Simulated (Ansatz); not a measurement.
# wB97X/def2-SVPD run of GeH2Cl2 (dichlorogermane)

Aim: the electronic atomisation energy of GeH2Cl2 (dichlorogermane) at wB97X/def2-SVPD, from 4 runs. 

The results are computed with Ansatz 0.2.0.

38 further runs of the same task are left out: 2 that didn't finish, 36 set aside as unsound or not needed. Runs told in other sessions of the task aren't counted.

## Step 1: The system as given

GeH2Cl2 has 5 atoms, charge 0, and is taken as a singlet. SMILES: `[Cl][GeH2][Cl]`. The shape is that of a PBE0-D4/def2-TZVP optimisation.

Bond lengths: Cl1–Ge2 2.140 Å, Ge2–Cl3 2.140 Å, Ge2–H4 1.528 Å, Ge2–H5 1.528 Å. Angles: Cl1–Ge2–Cl3 108.2°, Cl1–Ge2–H4 108.2°, Cl1–Ge2–H5 108.2°, Cl3–Ge2–H4 108.2°, Cl3–Ge2–H5 108.2°, H4–Ge2–H5 115.8°.

## Step 2: The energy at wB97X/def2-SVPD

Input file molecule.yaml:

```yaml
crystal:
  periodic: [false, false, false]
  atoms:
    - symbol: Cl
      position_ang: [-1.771500, -0.157700, 0.977200]
    - symbol: Ge
      position_ang: [0.027400, 0.080300, -0.156400]
    - symbol: Cl
      position_ang: [1.579400, -1.030200, 0.811000]
    - symbol: H
      position_ang: [-0.198900, -0.525000, -1.541400]
    - symbol: H
      position_ang: [0.413600, 1.558900, -0.131900]
basis:
  gaussian:
    orbitals: def2-SVPD
hamiltonian:
  xc: {name: wB97X}
accuracy: high
output: {orbitals: {seedname: orbitals}}
```

On the command line:

```
$ ansatz run molecule.yaml --threads 1 --pin off --max-ram 3480MiB --events-out events.jsonl --progress --plain --runs-dir runs
```

Standard output:

```text
Warning: RAYON_NUM_THREADS=1 ignored (pool sized by the plan → 1); use --threads N
Functional definition: wB97X
  name "wB97X"
  parameter omega = 0.3/bohr
  parameter cx = 0.157706
  parameter cx1 = 0.726479
  parameter cx2 = 1.04760
  parameter cx3 = -5.70635
  parameter cx4 = 13.2794
  parameter css1 = -4.33879
  parameter css2 = 18.2308
  parameter css3 = -31.7430
  parameter css4 = 17.2901
  parameter cos1 = 2.37031
  parameter cos2 = -11.3995
  parameter cos3 = 6.58405
  parameter cos4 = -3.78132
  exchange = spin_sum(e_x_unif_sr(omega)*poly(b97_u_x, 1 - cx, cx1, cx2, cx3, cx4)) + cx*exact_x_sr(omega)
      + exact_x_lr(omega)
  correlation = spin_sum(e_c_pw_same_spin*poly(b97_u_same, 1, css1, css2, css3, css4))
      + integral(e_c_pw_opposite_spin*poly(b97_u_opposite, 1, cos1, cos2, cos3, cos4))
2033 factors; integrals over basis functions are off by at most 4.6e-9 eV
485 factors; integrals over basis functions are off by at most 1.9e-9 eV
mean field evaluation 1: about -81583.5757 eV, gradient 2.4e1 eV
mean field evaluation 2: about -81584.0687 eV, gradient 2.3e1 eV
mean field evaluation 4: about -81584.8706 eV, gradient 6.4e-1 eV
mean field evaluation 8: about -81584.9160 eV, gradient 4.5e-2 eV
mean field evaluation 16: about -81584.9160 eV, gradient 3.5e-6 eV
mean field -81584.91599245 eV, -2998.1903624803 hartree, gradient 3.7e-8 eV, S^2 0.000000; 0 other end points of the search recorded, 0 dependent functions left out
reference -81584.91598905 eV, -2998.1903623555 hartree; 34, 34 occupied and 74, 74 virtual orbitals, 2033 factors
Total energy: -81584.91598905 eV, -2998.1903623555 hartree
```

It took 40 s on 1 thread of Arm Neoverse V1, shared host; peak memory 0.64 GiB.

## Step 3: The Cl atom, same level

Input file in.yaml:

```yaml
basis:
  gaussian:
    orbitals: def2-SVPD
crystal:
  periodic: [false, false, false]
  atoms:
    - {symbol: Cl, position_ang: [0.000000, 0.000000, 0.000000]}
hamiltonian:
  xc: {name: wB97X}
total_charge: 0
magnetization:
  spin_polarized: true
  initial_magnetization: 1
accuracy: high
```

Run the same way, it converges to -459.99807 Eh (log not shown).

## Step 4: The Ge atom, same level

Input file in.yaml:

```yaml
crystal:
  periodic: [false, false, false]
  atoms:
    - {symbol: Ge, position_ang: [0.000000, 0.000000, 0.000000]}
basis:
  gaussian:
    orbitals: def2-SVPD
total_charge: 0
magnetization:
  spin_polarized: true
  initial_magnetization: 2
hamiltonian:
  xc: {name: wB97X}
accuracy: high
```

On the command line:

```
$ ansatz run in.yaml --threads 1 --pin off --max-ram 3480MiB --events-out events.jsonl --progress --plain --runs-dir runs
```

Standard output (excerpt; [...] marks lines left out):

```text
Warning: RAYON_NUM_THREADS=1 ignored (pool sized by the plan → 1); use --threads N
[... 2 set-up lines as earlier in the session ...]
[...]
      + exact_x_lr(omega)
[...]
      + integral(e_c_pw_opposite_spin*poly(b97_u_opposite, 1, cos1, cos2, cos3, cos4))
370 factors; integrals over basis functions are off by at most 4.8e-9 eV
119 factors; integrals over basis functions are off by at most 6.1e-10 eV
[...]
mean field -56509.64904675 eV, -2076.6912988521 hartree, gradient 1.6e-8 eV, S^2 2.002731; 0 other end points of the search recorded, 0 dependent functions left out
reference -56509.64904603 eV, -2076.6912988257 hartree; 17, 15 occupied and 21, 23 virtual orbitals, 370 factors
Total energy: -56509.64904603 eV, -2076.6912988257 hartree
```

It took 8.1 s on 1 thread of Arm Neoverse V1, shared host; peak memory 0.25 GiB.

## Step 5: The H atom at the same level

Input file run.yaml:

```yaml
crystal:
  periodic: [false, false, false]
  atoms:
    - {symbol: H, position_ang: [0.000000, 0.000000, 0.000000]}
basis:
  gaussian: {orbitals: def2-SVPD}
magnetization: {spin_polarized: true, initial_magnetization: 1}
hamiltonian: {xc: {name: wB97X}}
accuracy: high
```

On the command line:

```
$ ansatz run run.yaml --threads 1 --pin off --max-ram 3480MiB --events-out events.jsonl --progress --plain --runs-dir runs
```

Standard output (excerpt; [...] marks lines left out):

```text
Warning: RAYON_NUM_THREADS=1 ignored (pool sized by the plan → 1); use --threads N
[... 2 set-up lines as earlier in the session ...]
[...]
      + exact_x_lr(omega)
[...]
      + integral(e_c_pw_opposite_spin*poly(b97_u_opposite, 1, cos1, cos2, cos3, cos4))
33 factors; integrals over basis functions are off by at most 2.1e-9 eV
32 factors; integrals over basis functions are off by at most 4.4e-10 eV
[...]
mean field -13.62211750 eV, -0.5006035846 hartree, gradient 3.2e-8 eV, S^2 0.750000; 0 other end points of the search recorded, 0 dependent functions left out
reference -13.62211771 eV, -0.5006035924 hartree; 1, 0 occupied and 7, 8 virtual orbitals, 33 factors
Total energy: -13.62211771 eV, -0.5006035924 hartree
```

It took 0.46 s on 1 thread of Arm Neoverse V1, shared host.

## Step 6: Results

At wB97X/def2-SVPD:

| quantity | value |
| --- | --- |
| molecule: total energy | -2998.19036 Eh |
| molecule: HOMO energy | -11.49 eV |
| molecule: LUMO energy | 1.09 eV |
| molecule: HOMO–LUMO gap | 12.58 eV |
| Cl atom: total energy | -459.99807 Eh |
| Cl atom: ⟨S²⟩ | 0.753 |
| Ge atom: total energy | -2076.69130 Eh |
| Ge atom: ⟨S²⟩ | 2.003 |
| H atom: total energy | -0.50060 Eh |
| H atom: ⟨S²⟩ | 0.750 |
| electronic atomisation energy | 13.653 eV |

Taking the molecule apart into free atoms costs 13.65 eV (1317 kJ/mol), before zero-point energy and without spin-orbit coupling.
